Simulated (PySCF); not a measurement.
# C3H8AlFS: circular dichroism and optical rotation

Aim: compute the circular dichroism and optical rotation of C3H8AlFS (`F[C@@H]1CC[S@+]1[AlH3-]`).

Computed with PySCF 2.14.0 and routines of our own; the level stands in each step. Atoms count from 0.

### 1 The starting structure

14 atoms, charge 0, multiplicity 1; geometry from: GFN2-xTB.

### 2 Geometry optimisation at PBE0-D3(BJ)/def2-SVP

Job settings and geometry (Å):

```
{"job": {"xc": "PBE0", "basis": "def2-SVP", "d3": "d3bj", "grid": 1, "kind": "geom"}, "charge": 0, "multiplicity": 1}
F      0.126684     1.540509     1.058068
C     -0.748961     1.141320     0.089346
C     -1.388469    -0.213187     0.378542
C     -0.634841    -0.994539    -0.699901
S      0.146860     0.516085    -1.369648
Al     2.095490     0.045909     0.161655
H     -1.408996     1.987608    -0.117938
H     -2.466689    -0.200605     0.228100
H     -1.167830    -0.548290     1.391851
H     -1.254219    -1.486961    -1.444793
H      0.121887    -1.685232    -0.314278
H      2.611904     1.517530     0.119256
H      1.449345    -0.616222     1.431164
H      2.517157    -1.004397    -0.933590
```

Run with:

```
OMP_NUM_THREADS=1 python excited_run.py task.json out
```

This one command runs all jobs of the session in turn.

The log of the run:

```text
step   0  E = -858.69420012  max force = 0.010806
step   1  E = -858.70270217  max force = 0.007583
step   2  E = -858.70593673  max force = 0.008262
step   3  E = -858.70722967  max force = 0.005064
step   4  E = -858.70767609  max force = 0.002196
step   5  E = -858.70780620  max force = 0.001451
step   6  E = -858.70797000  max force = 0.001832
step   7  E = -858.70809594  max force = 0.002613
step   8  E = -858.70834321  max force = 0.004225
step   9  E = -858.70863777  max force = 0.004331
step  10  E = -858.70923158  max force = 0.002146
step  11  E = -858.70933384  max force = 0.000929
step  12  E = -858.70938796  max force = 0.000736
step  13  E = -858.70939105  max force = 0.000619
step  14  E = -858.70939859  max force = 0.000263
optimisation converged
```

It took 75 s on 1 thread of Arm Neoverse V1, shared host.

The steps of the relaxation:

```
step  energy from step 0 (eV)  largest force component (eV/Å)
   0                   0.0000                          0.5557
   1                  -0.2314                          0.3899
   2                  -0.3194                          0.4248
   3                  -0.3546                          0.2604
   4                  -0.3667                          0.1129
   5                  -0.3702                          0.0746
   6                  -0.3747                          0.0942
   7                  -0.3781                          0.1344
   8                  -0.3849                          0.2173
   9                  -0.3929                          0.2227
  10                  -0.4090                          0.1104
  11                  -0.4118                          0.0478
  12                  -0.4133                          0.0378
  13                  -0.4134                          0.0318
  14                  -0.4136                          0.0135
```

Distances of close pairs at the start and the end, largest changes first:

```csv
bond,before (Å),after (Å),change (Å)
C1–S4,1.823,1.863,+0.041
Al5–H11,1.560,1.596,+0.036
Al5–H12,1.571,1.606,+0.035
Al5–H13,1.575,1.604,+0.029
S4–Al5,2.523,2.495,-0.028
F0–C1,1.365,1.343,-0.023
C3–S4,1.828,1.843,+0.015
C3–H9,1.087,1.098,+0.011
```

The next job starts from the end point, and lists it.

| at the end point | value |
| --- | --- |
| point group (found at 0.08 Å tolerance) | C1 |
| rotational constants (GHz, main isotopes) | 2.905, 1.847, 1.480 |
| dipole moment (D) | 5.66 |

### 3 Circular dichroism and optical rotation: TDDFT CAM-B3LYP/def2-SVPD

Job settings and geometry (Å):

```
{"job": {"kind": "ecd", "xc": "CAM-B3LYP", "basis": "def2-SVPD", "nstates": 8}, "charge": 0, "multiplicity": 1}
F     -0.363674     1.946039     0.986517
C     -0.905785     1.198249     0.012203
C     -1.389532    -0.183358     0.433144
C     -0.761347    -0.958486    -0.730572
S      0.310804     0.466637    -1.194655
Al     2.312254    -0.068234     0.195377
H     -1.630655     1.812869    -0.545407
H     -2.477574    -0.285724     0.555606
H     -0.890259    -0.440043     1.378143
H     -1.446644    -1.189765    -1.556941
H     -0.180611    -1.851647    -0.463176
H      3.005271     1.365368     0.306777
H      1.544303    -0.679275     1.466501
H      2.872481    -1.133155    -0.865854
```

Method: TDDFT CAM-B3LYP/def2-SVPD circular dichroism and optical rotation, one conformer, gas phase.

The log of the run:

```text
coarse grid: 12552 points
cycle   1  E = -858.9532097986  dE =  5.456e-01  |g| = 5.305e-01  |ddm| = 4.600e+00
cycle   2  E = -858.9432757020  dE =  9.934e-03  |g| = 6.584e-01  |ddm| = 1.620e+00
cycle   3  E = -859.0200068995  dE = -7.673e-02  |g| = 5.237e-02  |ddm| = 7.532e-01
cycle   4  E = -859.0204803081  dE = -4.734e-04  |g| = 2.661e-02  |ddm| = 1.090e-01
cycle   5  E = -859.0206322263  dE = -1.519e-04  |g| = 6.417e-03  |ddm| = 4.239e-02
cycle   6  E = -859.0206430879  dE = -1.086e-05  |g| = 1.472e-03  |ddm| = 1.392e-02
cycle   7  E = -859.0206438452  dE = -7.573e-07  |g| = 6.051e-04  |ddm| = 4.362e-03
final grid: 111840 points
cycle   8  E = -859.1275525156  dE = -2.873e-05  |g| = 3.836e-03  |ddm| = 9.392e-02
cycle   9  E = -859.1275515443  dE =  9.713e-07  |g| = 4.670e-03  |ddm| = 1.353e-02
cycle  10  E = -859.1275556756  dE = -4.131e-06  |g| = 3.012e-04  |ddm| = 5.480e-03
cycle  11  E = -859.1275556912  dE = -1.566e-08  |g| = 1.608e-04  |ddm| = 9.672e-04
cycle  12  E = -859.1275556969  dE = -5.728e-09  |g| = 3.292e-05  |ddm| = 3.769e-04
cycle  13  E = -859.1275556973  dE = -3.120e-10  |g| = 8.859e-06  |ddm| = 1.321e-04
converged SCF energy = -859.1275556973

Singlet excitations and rotatory strengths (1e-40 esu^2 cm^2)
state   eV       nm     f(len)   f(vel)    R(len)    R(vel)   main configurations
  1   5.4515   227.4  0.00108  0.00169     4.488     5.281   H-2->L 0.78, H->L 0.13
  2   6.1097   202.9  0.01619  0.01634    -9.677    -9.371   H->L 0.80, H-2->L 0.13
  3   6.2812   197.4  0.05031  0.05024     5.695     5.488   H-1->L 0.93
  4   6.7100   184.8  0.00760  0.00792     0.683     0.766   H->L+2 0.43, H->L+1 0.25, H->L+4 0.12
  5   6.7806   182.9  0.00163  0.00167   -15.288   -15.883   H-1->L+2 0.50, H-1->L+1 0.21, H-1->L+4 0.11
  6   7.1233   174.1  0.02168  0.02483    15.070    15.480   H-3->L 0.89
  7   7.3690   168.3  0.02063  0.02113     2.466     2.785   H->L+3 0.32, H-2->L+1 0.29, H-2->L+2 0.16
  8   7.4546   166.3  0.07217  0.07398   -78.795   -80.397   H-1->L+3 0.44, H-2->L+1 0.17, H->L+3 0.16

Specific rotation (deg / (dm g/mL))
    nm     length   length(OI)   velocity    alpha(len)  alpha(vel)
  633.0      55.65      55.27      59.93       90.861     91.797
  589.3      64.90      64.48      70.03       91.297     92.242
  546.0      76.63      76.16      82.90       91.845     92.801
  436.0     127.30     126.73     139.37       94.150     95.154
  405.0     151.64     151.08     167.05       95.219     96.245
  365.0     196.49     196.05     219.02       97.112     98.179
  355.0     211.31     210.92     236.47       97.712     98.792
```

Wall time 69 s (1 thread of Arm Neoverse V1, shared host); peak memory 0.96 GiB.

The fields below are evaluated on a grid from the run's orbitals.

Frontier orbitals at CAM-B3LYP/def2-SVPD, with the share of their density that lies nearest to each atom:

| orbital | energy (eV) | lies on |
| --- | --- | --- |
| HOMO | -9.01 | H12 45 %; H13 35 %; Al5 9 % |
| LUMO | -0.16 | S4 42 %; C1, C3 about 12 % each |

ELF in a plane through or near 4 of the atoms.

Ten even steps from '0' (0.00) to '9' (1.00):
```
0000000000000000000000000000
0000000000000000000000000000
0000000000000000000000000000
0000000000000233200000000000
0000599962003677400000000000
0004999996003787300100000000
0038999998000246467620000000
0038999996110142567510000000
0014899732255564154100000000
0000231131388643452110000000
0000242120388642332221000000
0014899964134673462000000000
0027999998101553275200000000
0017999998002785798500000000
0002899996004885578600000000
0000278862001652133200000000
0000000000000000000000000000
0000000000000000000000000000
0000000000000000000000000000
0000000000000000000000000000
```
The map spans 11.1 Å across and 9.5 Å up, centred on the molecule. Atoms in the plane (x, y in Å): C1 (0.9, 1.1), C3 (0.8, -1.2), H11 (-3.0, 1.4), H13 (-2.9, -1.3).

On the surface of density 0.002 e/bohr³ the electrostatic potential runs, from the 1st to the 99th percentile, from -1.11 to 1.71 V.

### 4 Outcome

| quantity | value |
| --- | --- |
| point group | C1 |
| rotational constants (main isotopes) | 2.90, 1.85, 1.48 GHz |
| state of largest rotatory strength (velocity form) among 8 (step 3, TDDFT CAM-B3LYP/def2-SVPD) | 7.45 eV, R = -80.4 (velocity), -78.8 (length) ·10⁻⁴⁰ esu² cm² |
| specific rotation at 633.0 nm (step 3, TDDFT CAM-B3LYP/def2-SVPD) | 59.9 (velocity), 55.6 (length) |
| potential on the surface of density 0.002 e/bohr³, 1st and 99th percentile | -1.11 V and 1.71 V |

Relaxing lowered the energy by 0.414 eV in 14 steps; the close pair that moved most is C1–S4, from 1.823 to 1.863 Å. Rotations belong to one conformer.
